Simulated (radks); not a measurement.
# The first electron to leave Tm¹¹⁺

Tm¹¹⁺ stands in [Kr] 4d10 4f8 5s2 5p2. From which sub-shell is an electron easiest to take? Each removal is a run of its own. The parent's configuration is the lowest that an earlier search found at this level.

Method: scalar-relativistic Kohn-Sham, r2SCAN, spin-polarised, spherical densities, finite nucleus; open shells are filled with parallel spins first. Code: radks (a radial shooting solver on a logarithmic mesh, Libxc functionals) version 1.

5 further runs of the same task are left out: 1 that didn't finish, 4 set aside as unsound or not needed.

## (1) The system

| Quantity | Value |
| --- | --- |
| element | thulium (Z = 69) |
| charge | +11 |
| electrons | 58 |
| configuration | [Kr] 4d10 4f8 5s2 5p2 |
| nuclear rms radius | 5.2256 fm |

The outer shells:

Tm¹¹⁺
```
[Kr] core
4d [↑↓][↑↓][↑↓][↑↓][↑↓]
4f [↑↓][↑ ][↑ ][↑ ][↑ ][↑ ][↑ ]
5s [↑↓]
5p [↑ ][↑ ][  ]
```

## (2) The parent, Tm¹¹⁺

The parent was computed earlier with the same settings: E = -13530.197736 hartree. Its outer levels (eV):

```csv
level,occupation,energy (eV)
4d up,5,-399.82
4d down,5,-390.45
5s up,1,-242.31
5s down,1,-233.55
4f up,7,-221.70
4f down,1,-211.95
5p up,2,-205.27
5p down,0,-197.26
```

## (3) Remove 5p: [Kr] 4d10 4f8 5s2 5p1

Settings of this run:

```text
Z 69
configuration [Kr] 4d10 4f8 5s2 5p1
relativity scalar-relativistic
functional r2scan,r2scan
spin polarised
nucleus finite rms 5.2256 fm
c 137.035999084
```

## (4) Remove 4f: [Kr] 4d10 4f7 5s2 5p2

Settings of this run:

```text
Z 69
configuration [Kr] 4d10 4f7 5s2 5p2
relativity scalar-relativistic
functional r2scan,r2scan
spin polarised
nucleus finite rms 5.2256 fm
c 137.035999084
```

## (5) Remove 5s: [Kr] 4d10 4f8 5s1 5p2

Settings of this run:

```text
Z 69
configuration [Kr] 4d10 4f8 5s1 5p2
relativity scalar-relativistic
functional r2scan,r2scan
spin polarised
nucleus finite rms 5.2256 fm
c 137.035999084
```

## (6) Remove 4d: [Kr] 4d9 4f8 5s2 5p2

Settings of this run:

```text
Z 69
configuration [Kr] 4d9 4f8 5s2 5p2
relativity scalar-relativistic
functional r2scan,r2scan
spin polarised
nucleus finite rms 5.2256 fm
c 137.035999084
```

Before running it: what results should come out? Wanted: for each run, case; final configuration; Δ-SCF; −ε of the level emptied.

The runs gave:

```csv
case,final configuration,Δ-SCF (eV),−ε of the level emptied (eV)
remove 5p,[Kr] 4d10 4f8 5s2 5p1,214.23,205.27
remove 4f,[Kr] 4d10 4f7 5s2 5p2,227.24,211.95
remove 5s,[Kr] 4d10 4f8 5s1 5p2,242.11,233.55
remove 4d,[Kr] 4d9 4f8 5s2 5p2,406.39,390.45
```

**Reading.** Removal from 5p costs least (214.23 eV), ahead of 4f (227.24 eV). 5p is also the highest occupied level of the parent. NIST lists 239 eV (theoretical); its ground configuration differs from the one found lowest here for the parent and the ion. Open shells are spherical and high-spin; term and fine-structure splittings are not resolved. Spin-orbit splitting is averaged out at the scalar-relativistic level.
